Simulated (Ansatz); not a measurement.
**C2H10AsIn: basis-set convergence**

The task here is to estimate one member of a computed series from the others.

Computed with Ansatz 0.2.0, Gaussian basis. Level: one geometry, several basis sets.

Levels to be run: PBE0-D4/def2-SVP; ωB97M-V/def2-SVP; PBE0-D4/def2-QZVPP; ωB97M-V/def2-QZVPP; the functionals' def2-TZVPP values are taken from earlier runs.

## The geometry

An earlier PBE0-D4 in a triple-zeta def2 set relaxation fixed the geometry. In takes the def2 core potential; no spin-orbit term is included.

SMILES `[CH3][InH-]([CH3])[AsH3+]`, 14 atoms, charge 0, spin multiplicity 1.

Atoms are counted from 1 here; the program's logs count them from 0.

Bond lengths: C1–In2 2.170 Å, C1–H5 1.091 Å, C1–H6 1.093 Å, C1–H7 1.092 Å, In2–C3 2.170 Å, In2–As4 2.971 Å, In2–H8 1.740 Å, C3–H9 1.091 Å, C3–H10 1.093 Å, C3–H11 1.092 Å, As4–H12 1.512 Å, As4–H13 1.513 Å, As4–H14 1.513 Å. Angles: In2–C1–H5 111.4°, In2–C1–H6 109.5°, In2–C1–H7 111.2°, H5–C1–H6 107.8°, H5–C1–H7 108.9°, H6–C1–H7 107.9°, C1–In2–C3 119.3°, C1–In2–As4 94.9°, C1–In2–H8 119.5°, C3–In2–As4 94.9°, C3–In2–H8 119.5°, As4–In2–H8 93.7°, In2–C3–H9 111.4°, In2–C3–H10 109.5°, In2–C3–H11 111.2°, H9–C3–H10 107.8°, H9–C3–H11 108.9°, H10–C3–H11 107.9° and more.

The first run:

in.yaml reads:

```yaml
crystal:
  periodic: [false, false, false]
  atoms:
    - {symbol: C, position_ang: [-1.480706, 1.616462, -0.293250]}
    - {symbol: In, position_ang: [-0.264898, 0.335714, 0.967699]}
    - {symbol: C, position_ang: [1.888667, 0.600548, 0.985966]}
    - {symbol: As, position_ang: [-0.225351, -1.936988, -0.945630]}
    - {symbol: H, position_ang: [-2.446420, 1.157566, -0.512043]}
    - {symbol: H, position_ang: [-1.668424, 2.562877, 0.220115]}
    - {symbol: H, position_ang: [-0.973522, 1.840260, -1.233693]}
    - {symbol: H, position_ang: [-1.023883, -0.593644, 2.228150]}
    - {symbol: H, position_ang: [2.397669, -0.303478, 1.324767]}
    - {symbol: H, position_ang: [2.151524, 1.409682, 1.672075]}
    - {symbol: H, position_ang: [2.261381, 0.866849, -0.004975]}
    - {symbol: H, position_ang: [-0.717263, -3.315754, -0.567864]}
    - {symbol: H, position_ang: [1.073569, -2.407953, -1.561202]}
    - {symbol: H, position_ang: [-0.985242, -1.861342, -2.251213]}
basis:
  gaussian: {orbitals: def2-SVP}
hamiltonian: {xc: pbe0, dispersion: d4}
output: {orbitals: {seedname: orbitals}}
```

Launch:

```sh
$ ansatz run in.yaml --threads 4 --pin off --events-out ev --progress --plain --max-ram 11315MiB
```

Among the steps run: PBE0-D4 in def2-SVP; ωB97M-V in def2-SVP; PBE0-D4 in def2-QZVPP; ωB97M-V in def2-QZVPP.

One table of the session follows, with a row left open; its other results are not shown here.

It belongs to the step «Density functionals: the series». 

```
functional       basis  HOMO (eV)  LUMO (eV)
   PBE0-D4    def2-SVP      -6.75      -0.05
   PBE0-D4  def2-TZVPP          ?          ?
   PBE0-D4  def2-QZVPP      -6.84      -0.45
   ωB97M-V    def2-SVP      -8.94       1.52
   ωB97M-V  def2-TZVPP      -9.02       1.04
   ωB97M-V  def2-QZVPP      -9.03       0.74
```

Estimate the missing values for PBE0-D4, def2-TZVPP.

**Answer.** HOMO (eV): -6.82; LUMO (eV): -0.29. In the column «HOMO (eV)» it lies between PBE0-D4, def2-QZVPP (-6.84) and PBE0-D4, def2-SVP (-6.75).
